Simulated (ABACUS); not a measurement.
# CsLiCr2Te2S3 (R32) in ABACUS: a series of runs

One crystal, CsLiCr2Te2S3, is run at these levels: PBE; tasks: single point.

Program: ABACUS 3.10.1. These are calculated values, not measurements. Logs are shortened: lines on timing, memory, paths and dates and some standing lists are left out, and cuts for length are marked.

**1. The crystal as given**

The structure is trigonal, space group R32 (No. 155). Conventional cell: a = 6.639 Å, b = 6.639 Å, c = 20.639 Å, α = 90.00°, β = 90.00°, γ = 120.00°. Around Cs (site symmetry 32) lie 6 Te at 3.84 Å and 6 S at 4.04 Å and 2 Cr at 4.16 Å. Li (site symmetry 32) has 3 S at 2.41 Å as nearest neighbours. Cr (site symmetry 3) is surrounded by 3 S at 2.24 Å and 1 Te at 2.45 Å. Around Te (site symmetry 3) lie 1 Cr at 2.45 Å. Around S (site symmetry 2) lie 2 Cr at 2.24 Å and 1 Li at 2.41 Å.

The cell was built by a generator and needn't be a form met in nature.

**2. Single point, PBE, collinear spin, ferromagnetic start**

INPUT reads:

```
INPUT_PARAMETERS
suffix              CsLiCr2Te2S3
calculation         scf
basis_type          lcao
pseudo_dir          ./
orbital_dir         ./
symmetry            1
dft_functional      pbe
ecutwfc             100
pseudo_rcut         7
nspin               2
nbands              57
ks_solver           genelpa
smearing_method     fd
smearing_sigma      0.00367493
scf_thr             1e-07
scf_nmax            100
mixing_type         broyden
mixing_beta         0.4
cal_force           1
cal_stress          1
out_mul             1
```

STRU reads:

```
ATOMIC_SPECIES
Cs 132.9055 Cs.upf
Li 6.9400 Li.upf
Cr 51.9961 Cr.upf
Te 127.6000 Te.upf
S 32.0600 S.upf

NUMERICAL_ORBITAL
Cs_confined-atom_10au_3s2p2d.orb
Li_confined-atom_8au_3s1p.orb
Cr_confined-atom_7au_3s2p2d1f.orb
Te_confined-atom_8au_2s2p2d.orb
S_confined-atom_7au_2s2p1d.orb

LATTICE_CONSTANT
1.8897261246

LATTICE_VECTORS
3.3192900000 1.9163900000 6.8798200000
-3.3192900000 1.9163900000 6.8798200000
0.0000000000 -3.8327900000 6.8798200000

ATOMIC_POSITIONS
Direct

Cs
0.0
1
0.0000000000 0.0000000000 0.0000000000 1 1 1 mag 0

Li
0.0
1
0.5000000000 0.5000000000 0.5000000000 1 1 1 mag 0

Cr
0.0
2
0.7984800000 0.7984800000 0.7984800000 1 1 1 mag 3
0.2015200000 0.2015200000 0.2015200000 1 1 1 mag 3

Te
0.0
2
0.6799000000 0.6799000000 0.6799000000 1 1 1 mag 0
0.3201000000 0.3201000000 0.3201000000 1 1 1 mag 0

S
0.0
3
0.1362600000 0.8637400000 0.5000000000 1 1 1 mag 0
0.5000000000 0.1362600000 0.8637400000 1 1 1 mag 0
0.8637400000 0.5000000000 0.1362600000 1 1 1 mag 0
```

KPT reads:

```
K_POINTS
0
Gamma
5 5 5 0 0 0
```

Potentials or basis: PseudoDojo NC SR 0.4.1 PBE standard, DZP LCAO (the cutoffs set its grid).

Command:

```console
> OMP_NUM_THREADS=1 mpirun -np 4 abacus > log
```

running log:

```text
ABACUS v3.10.1

               Atomic-orbital Based Ab-initio Computation at UStc

 ------------------------------------------------------------------------------------

 READING GENERAL INFORMATION
                           global_out_dir = OUT.CsLiCr2Te2S3/
                           global_in_card = INPUT
                               pseudo_dir = ./
                              orbital_dir = ./
                                    DSIZE = 4
                                    GSIZE = 1

 READING UNITCELL INFORMATION
                                    ntype = 5
                  lattice constant (Bohr) = 1.88973
              lattice constant (Angstrom) = 1

 READING ATOM TYPE 1
                               atom label = Cs
                      L=0, number of zeta = 3
                      L=1, number of zeta = 2
                      L=2, number of zeta = 2
             number of atom for this type = 1
               magnetization of element 1 = 0

 READING ATOM TYPE 2
                               atom label = Li
                      L=0, number of zeta = 3
                      L=1, number of zeta = 1
             number of atom for this type = 1
               magnetization of element 2 = 0

 READING ATOM TYPE 3
                               atom label = Cr
                      L=0, number of zeta = 3
                      L=1, number of zeta = 2
                      L=2, number of zeta = 2
                      L=3, number of zeta = 1
             number of atom for this type = 2
               magnetization of element 3 = 3

 READING ATOM TYPE 4
                               atom label = Te
                      L=0, number of zeta = 2
                      L=1, number of zeta = 2
                      L=2, number of zeta = 2
             number of atom for this type = 2
               magnetization of element 4 = 0

 READING ATOM TYPE 5
                               atom label = S
                      L=0, number of zeta = 2
                      L=1, number of zeta = 2
                      L=2, number of zeta = 1
             number of atom for this type = 3
               magnetization of element 5 = 0

                        TOTAL ATOM NUMBER = 9
DIRECT COORDINATES
    atom                   x                   y                   z     mag                  vx                  vy                  vz
taud_Cs1            0.0000000000        0.0000000000        0.0000000000  0.0000        0.0000000000        0.0000000000        0.0000000000
[... 314 lines left out ...]

 SETUP EXTENDED REAL SPACE GRID FOR GRID INTEGRATION
                          real space grid = [ 96, 96, 96 ]
                 big cell numbers in grid = [ 24, 24, 24 ]
             meshcell numbers in big cell = [ 4, 4, 4 ]
                        extended fft grid = [ 23, 23, 23 ]
                dimension of extened grid = [ 71, 71, 71 ]
                            UnitCellTotal = 27
              Atom number in sub-FFT-grid = 9
    Local orbitals number in sub-FFT-grid = 152
                                ParaV.nnr = 71748
                                 init_chg = atomic

 LCAO ALGORITHM --------------- ION=   1  ELEC=   1--------------------------------
          total magnetism (Bohr mag/cell) = 4
       absolute magnetism (Bohr mag/cell) = 4.6545
                        nelec for spin up = 47
                      nelec for spin down = 43
[... 316 lines left out ...]
 Density error is 7.49280183322e-08
----------------------------------------------------------
     Energy           Rydberg                 eV
----------------------------------------------------------
 E_KohnSham     -903.1650180384      -12288.1904795946
 E_KS(sigma->0) -903.1642654268      -12288.1802397887
 E_Harris       -903.1650154164      -12288.1904439208
 E_band         -103.6346406948      -1410.0216236315
 E_one_elec     -574.2590817633      -7813.1956402284
 E_Hartree      308.2004408651       4193.2821218780
 E_xc           -187.5032187478      -2551.1121683105
 E_Ewald        -449.6016531693      -6117.1443133219
 E_entropy(-TS) -0.0015052232        -0.0204796118
 E_descf        0.0000000000         0.0000000000
 E_exx          0.0000000000         0.0000000000
 E_Fermi        0.4086541282         5.5600246544
----------------------------------------------------------

 charge density convergence is achieved
 final etot is -12288.19048 eV
 EFERMI = 5.5600246544 eV

 STATE ENERGY(eV) AND OCCUPATIONS    NSPIN == 2
SPIN UP :
 1/63 kpoint (Cartesian) = 0.0000 0.0000 0.0000 (7472 pws)
       1       -67.4479     0.00800000
       2       -67.4478     0.00800000
       3       -40.5518     0.00800000
       4       -38.8769     0.00800000
       5       -38.8769     0.00800000
       6       -38.8745     0.00800000
[... 344 lines left out ...]
      56        10.5547    6.62281e-46
      57        10.9229    4.19159e-49

[... levels at 120 further k points ...]

-------------------------------------------------
 Total Magnetism (uB)
-------------------------------------------------
                        Cs1         0.0091326409
                        Li1         0.0107650509
                        Cr1         2.6843213747
                        Cr2         2.6843212770
                        Te1        -0.5047198652
                        Te2        -0.5047198523
                         S1        -0.1252302461
                         S2        -0.1252301604
                         S3        -0.1252301606
-------------------------------------------------

 correction force for each atom along direction 1 is 2.47048e-13
 correction force for each atom along direction 2 is 4.70665e-14
 correction force for each atom along direction 3 is -4.92997e-08
------------------------------------------------------------------------------------------
 TOTAL-FORCE (eV/Angstrom)
------------------------------------------------------------------------------------------
                       Cs1         0.0000000000         0.0000000000         0.0000011220
                       Li1         0.0000009603         0.0000000000         0.0000020564
                       Cr1         0.0000030041        -0.0000007886         0.1680947423
                       Cr2         0.0000004886         0.0000008169        -0.1680900114
                       Te1        -0.0000012021         0.0000032406        -0.3913133854
                       Te2         0.0000011229        -0.0000032684         0.3912906275
                        S1         0.1503358456         0.0000079409         0.0000049400
                        S2        -0.0751767964         0.1301896805         0.0000066723
                        S3        -0.0751634887        -0.1301976456         0.0000032364
------------------------------------------------------------------------------------------

----------------------------------------------------------------
 TOTAL-STRESS (KBAR)
----------------------------------------------------------------
         8.3858862167         0.0000007566        -0.0000004694
         0.0000007566         8.3858194805         0.0000501513
        -0.0000004694         0.0000501513        11.5516189298
----------------------------------------------------------------
 TOTAL-PRESSURE: 9.441108 KBAR

 --------------------------------------------
 !FINAL_ETOT_IS -12288.1904795945956721 eV
 --------------------------------------------
```

stdout:

```text
ABACUS v3.10.1

               Atomic-orbital Based Ab-initio Computation at UStc

%%%%%%%%%%%%%%%%%%%%%%%%%%%%%%%%%%%%%%%%%%%%%%%%%%%%%%%%%%%%%%%%%%%%%%%%%%%%%%%%%%%%%%%%%%%%%%%%%%%%%%%%%
[... 57 lines left out ...]
----------------------------------------------------------------
 TOTAL-STRESS (KBAR)
----------------------------------------------------------------
         8.3858862167         0.0000007566        -0.0000004694
         0.0000007566         8.3858194805         0.0000501513
        -0.0000004694         0.0000501513        11.5516189298
----------------------------------------------------------------
 TOTAL-PRESSURE: 9.441108 KBAR
```

It took 2.7 min on 4 MPI ranks of Intel Xeon Platinum 8259CL at 2.50GHz (Skylake/Cascade Lake), shared host; peak memory 1.9 GiB.

What came out:

```
Free energy            : -12288.1905 eV
Pressure               : 0.9 GPa
Largest force          : 0.391 eV/Å
Band gap on the k mesh : none (metal or under the smearing width)
Net moment             : 4.00 μB per cell
Absolute moment        : 6.50 μB per cell
Site moments           : Cs +0.01; Li +0.01; Cr +2.68; Te -0.50; S -0.13 μB
Mulliken charges       : Cs +0.58; Li +0.46; Cr +0.40; Te -0.32; S -0.40 e
```

Forces in eV/Å, atoms in the order of the input:
```
Cs   0.000  0.000  0.000
Li   0.000  0.000  0.000
Cr   0.000  0.000  0.168
Cr   0.000  0.000 -0.168
Te   0.000  0.000 -0.391
Te   0.000  0.000  0.391
S    0.150  0.000  0.000
S   -0.075  0.130  0.000
S   -0.075 -0.130  0.000
```

Caveat: the atomic orbitals were generated for these runs and aren't a published set; Mulliken charges move with the basis; the basis of atomic orbitals isn't converged, which shifts pressures, moduli and gaps; only a ferromagnetic start was run, and an antiferromagnetic order may lie lower in energy. The run has no spin-orbit coupling, so splittings on Cs, Te are missing.

**3. Single point, PBE, collinear spin, ferromagnetic start**

INPUT is that of step 2.

STRU, as its differences from that of step 2:

```diff
@@ -8,7 +8,7 @@
 NUMERICAL_ORBITAL
-Cs_confined-atom_10au_3s2p2d.orb
-Li_confined-atom_8au_3s1p.orb
-Cr_confined-atom_7au_3s2p2d1f.orb
-Te_confined-atom_8au_2s2p2d.orb
-S_confined-atom_7au_2s2p1d.orb
+Cs_confined-atom_10au_4s3p3d1f.orb
+Li_confined-atom_8au_4s2p1d.orb
+Cr_confined-atom_7au_4s3p3d1f.orb
+Te_confined-atom_8au_3s3p3d1f.orb
+S_confined-atom_7au_3s3p2d1f.orb
```

KPT is that of step 2.

Potentials or basis: PseudoDojo NC SR 0.4.1 PBE standard, TZDP LCAO (the cutoffs set its grid).

Command:

```console
> OMP_NUM_THREADS=1 mpirun -np 4 abacus > log
```

Run time: 6 min. Hardware: 4 MPI ranks of Intel Xeon Platinum 8259CL at 2.50GHz (Skylake/Cascade Lake), shared host; peak memory 2.6 GiB.

Results (log left out):

| Item | Value |
| --- | --- |
| Free energy | -12288.7000 eV |
| Pressure | 0.5 GPa |
| Largest force | 0.222 eV/Å |
| Band gap on the k mesh | none (metal or under the smearing width) |
| Net moment | 4.00 μB per cell |
| Absolute moment | 6.47 μB per cell |
| Site moments | Cs +0.00; Li +0.01; Cr +2.72; Te -0.51; S -0.14 μB |
| Mulliken charges | Cs +0.64; Li +0.24; Cr +0.44; Te -0.43; S -0.30 e |

Forces in eV/Å, atoms in the order of the input:
```
Cs   0.000  0.000  0.000
Li   0.000  0.000  0.000
Cr   0.000  0.000  0.116
Cr   0.000  0.000 -0.116
Te   0.000  0.000 -0.222
Te   0.000  0.000  0.222
S    0.076  0.000  0.000
S   -0.038  0.066  0.000
S   -0.038 -0.066  0.000
```

Stress tensor (GPa, compression positive):
```
0.40 0.00 0.00
0.00 0.40 0.00
0.00 0.00 0.64
```

Caveat: the atomic orbitals were generated for these runs and aren't a published set; Mulliken charges move with the basis; the basis of atomic orbitals isn't converged, which shifts pressures, moduli and gaps; only a ferromagnetic start was run, and an antiferromagnetic order may lie lower in energy. The run has no spin-orbit coupling, so splittings on Cs, Te are missing.
